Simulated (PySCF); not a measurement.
# C3H7FSi: the cost of one run

The runs use PySCF 2.14.0, with density-fitted response routines of our own; the level of theory stands in each step. All values are computed, except where a source is named. Atoms count from 0, in the outputs and in this text.

## (1) The molecule as given

12 atoms, charge 0, multiplicity 1; geometry from: PBE0-D3(BJ)/def2-SVP.

Bonds of the start (Å): C0–C1 1.33, C1–C2 1.49, C2–F3 1.39, C2–Si4 1.92, C0–H5 1.09, C0–H6 1.10, C1–H7 1.10, C2–H8 1.11, Si4–H9 1.49, Si4–H10 1.49, Si4–H11 1.49.

## (2) Core-electron binding energies: SCAN, X2C

Job settings and geometry (Å):

```
{"job": {"kind": "xps"}, "charge": 0, "multiplicity": 1}
C     -1.671337     0.679118     0.860664
C     -0.924575    -0.319598     0.386326
C      0.088855    -0.187322    -0.697034
F      0.067871    -1.311471    -1.515123
Si     1.860373    -0.036309     0.016694
H     -2.348375     0.530909     1.705142
H     -1.626520     1.684338     0.428642
H     -0.986701    -1.318343     0.835661
H     -0.128736     0.699162    -1.320290
H      2.118865    -1.197162     0.918335
H      1.968693     1.238679     0.787189
H      2.850816    -0.037102    -1.100116
```

Method: delta-SCF UKS SCAN, pcX-2 on the ionised atom, pcseg-1 elsewhere, spin-free X2C.

Started as:

```
> OMP_NUM_THREADS=1 python probes_run.py task.json out
```

This one command runs all jobs of the session in turn.

**Question.** How long does this first job take on 1 thread of Arm Neoverse V1, shared host, and how much memory does it need?

About 42 s, with a peak of 0.53 GiB.
